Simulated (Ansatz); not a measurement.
**TaCl (nonet): from Hartree-Fock to the top rungs, def2-TZVPP**

An exercise on one series of results from a longer session: the logs are not shown, and one member is left open.

The runs use Ansatz 0.2.0, Gaussian basis; def2-TZVPP, core rule «outside noble gas», up to 9 orbitals frozen.

Plan: UHF; CCSD(T) on ROHF; CCSD(T) on UHF; CCSDT(Q) on ROHF; CCSDT(Q) on UHF; CASSCF and NEVPT2, 12 electrons in 10 orbitals.

11 further runs of the same task are left out: 6 for a known fault of the program, 5 set aside as unsound or not needed.

## What is computed

The geometry is a PBE0/def2-TZVP stationary point (not a proven minimum) of the parent state, kept for this charge and spin. No spin-orbit coupling is included. Elements past krypton take def2 core potentials.

2 atoms, charge 0, spin multiplicity 9.

Atoms are counted from 1 here; the program's logs count them from 0.

Bond lengths: Ta1–Cl2 2.875 Å.

As a file:

```xyz
2
charge 0, multiplicity 9
Ta    0.00000    0.00000    0.00000
Cl    0.00000    0.00000    2.87520
```

Set-up of the first run:

The input, in.yaml:

```yaml
crystal:
  periodic: [false, false, false]
  atoms:
    - {symbol: Ta, position_ang: [0.000000, 0.000000, 0.000000]}
    - {symbol: Cl, position_ang: [0.000000, 0.000000, 2.875200]}
basis:
  gaussian: {orbitals: def2-TZVPP}
magnetization: {spin_polarized: true, initial_magnetization: 8}
hamiltonian: {xc: hf}
output: {orbitals: {seedname: orbitals}}
```

Command:

```
ansatz run in.yaml --threads 1 --pin off --events-out ev --progress --plain --max-ram 3968MiB --backend cpu
```

Steps of the session up to this table: UHF; CCSD(T) on ROHF; CCSD(T) on UHF; CCSDT(Q) on ROHF; CCSDT(Q) on UHF; CASSCF and NEVPT2, 12 electrons in 10 orbitals.

One of the session's tables, all rows but one given; the rest of the session is left out.

It belongs to the step «Misses and costs». 

| method | from RCCSDT(Q) (meV) |
| --- | --- |
| ROHF | +6911.7 |
| UHF | ? |
| RMP2 | +1291.8 |
| UMP2 | +1219.6 |
| RCCSD | +309.8 |
| UCCSD | +197.9 |
| RCCSD(T) | +66.5 |
| UCCSD(T) | -37.9 |
| RCCSDT | +14.6 |
| UCCSDT | -88.9 |
| RCCSDT(Q) | 0 |
| UCCSDT(Q) | -102.7 |
| CASSCF valence | +6906.5 |
| NEVPT2 valence | +2053.7 |

Estimate the missing values for UHF.

As computed: from RCCSDT(Q) (meV): +6613.3. In the column «from RCCSDT(Q) (meV)» it lies between NEVPT2 valence (+2053.7) and CASSCF valence (+6906.5).

Caveats from the session: Warnings: coupled cluster took another determinant than the lowest; large T1 diagnostic. Restricted and unrestricted rows rest on different reference determinants; where their highest levels disagree by more than a few hundredths of an eV, they describe different states and don't form one ladder.
